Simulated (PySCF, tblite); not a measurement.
# C8H14F2: geometry, infrared bands and NMR shifts

Aim: predict the infrared bands and NMR shifts of C8H14F2 (`C/C(F)=C(/CF)C(C)(C)C`).

The runs use tblite 0.8.0 and PySCF 2.14.0, with density-fitted response routines of our own; the level of theory stands in each step. All values are computed, except where a source is named. Atoms are numbered from 0 throughout.

### Step 1. The starting structure

24 atoms, charge 0, multiplicity 1; geometry from: force field or distance geometry start.

Bonds of the start (Å): C0–C1 1.48, C1–F2 1.39, C1–C3 1.33, C3–C4 1.51, C4–F5 1.38, C3–C6 1.43, C6–C7 1.53, C6–C8 1.54, C6–C9 1.46, C0–H10 1.11, C0–H11 1.13, C0–H12 1.08, C4–H13 1.10, C4–H14 1.11, C7–H15 1.12, C7–H16 1.09, C7–H17 1.10, C8–H18 1.10, C8–H19 1.09, C8–H20 1.13, C9–H21 1.14, C9–H22 1.10, C9–H23 1.15.

### Step 2. Geometry optimisation with GFN2-xTB

The job: settings as JSON, then the geometry in Å.

```
{"job": {"kind": "relax", "xc": "GFN2-xTB", "basis": "xTB"}, "charge": 0, "multiplicity": 1}
C      2.201700    -1.246600     0.060200
C      1.870100     0.187200     0.187300
F      2.927600     1.065200     0.384400
C      0.615100     0.614500     0.137300
C      0.452000     2.110300     0.310200
F     -0.152100     2.688500    -0.793200
C     -0.574200    -0.167800    -0.038100
C     -1.250900     0.341700    -1.315800
C     -1.605000     0.183500     1.053500
C     -0.617200    -1.623700    -0.146600
H      2.183300    -1.792800     1.031000
H      3.302200    -1.246700    -0.179700
H      1.778100    -1.771600    -0.781400
H      1.431300     2.597700     0.405600
H     -0.093300     2.316600     1.249300
H     -1.966400    -0.463300    -1.625700
H     -0.551300     0.491400    -2.134500
H     -1.883000     1.203800    -1.050200
H     -1.351200    -0.271100     2.021500
H     -1.824000     1.253300     1.093900
H     -2.553400    -0.318600     0.696900
H     -0.534100    -2.012100    -1.210100
H     -0.100600    -2.232000     0.603200
H     -1.716400    -1.887700     0.048500
```

On the command line:

```sh
$ OMP_NUM_THREADS=1 python probes_run.py task.json out
```

One launch serves the whole session: the jobs run in the order shown.

**Question.** This job is followed by: GFN2-xTB harmonic vibrations, gas phase; GIAO PBE0/pcSseg-1 NMR shielding, non-relativistic, gas phase. Predict these results of the whole session: strongest single infrared mode (GFN2-xTB); zero-point energy (GFN2-xTB); 13C shifts against TMS (PBE0/pcSseg-1, means over atoms taken as alike); 1H shifts against TMS (PBE0/pcSseg-1, means over atoms taken as alike); 19F shifts against CFCl3 (PBE0/pcSseg-1); surface potential, 1st and 99th percentile.

**Answer**, as computed:

```
                                                               quantity                                     value
                              strongest single infrared mode (GFN2-xTB)                      1007 cm⁻¹, 89 km/mol
                                           zero-point energy (GFN2-xTB)                            127.5 kcal/mol
13C shifts against TMS (PBE0/pcSseg-1, means over atoms taken as alike)  167.1, 130.4, 80.9, 33.3, 31.6, 21.2 ppm
 1H shifts against TMS (PBE0/pcSseg-1, means over atoms taken as alike)                      5.56, 2.28, 1.27 ppm
                               19F shifts against CFCl3 (PBE0/pcSseg-1)                         -82.0, -243.9 ppm
                                  surface potential, 1st and 99th percentile                        -1.14 V and 0.96 V
```

What this shows: The optimisation took 164 steps and gained 1.322 eV; among the close pairs (by a distance rule), C3–C6 changed most, from 1.434 to 1.527 Å. No mode is imaginary among the 66: a minimum at this level. The strongest single mode, at 1007 cm⁻¹, moves mainly C4 and F5. GFN2-xTB is a fitted tight-binding method: band positions and strengths are rough. Its intensities can rank the bands wrongly. The most deshielded hydrogen is H13, H14 (mean) (hydrogen on an allylic sp3 CH2 bonded to F), at 5.56 ppm: its carbon carries F, hence the downfield position. At PBE0/pcSseg-1: The widest tensor belongs to C3: span 175 ppm, with a paramagnetic part of -208 ppm.
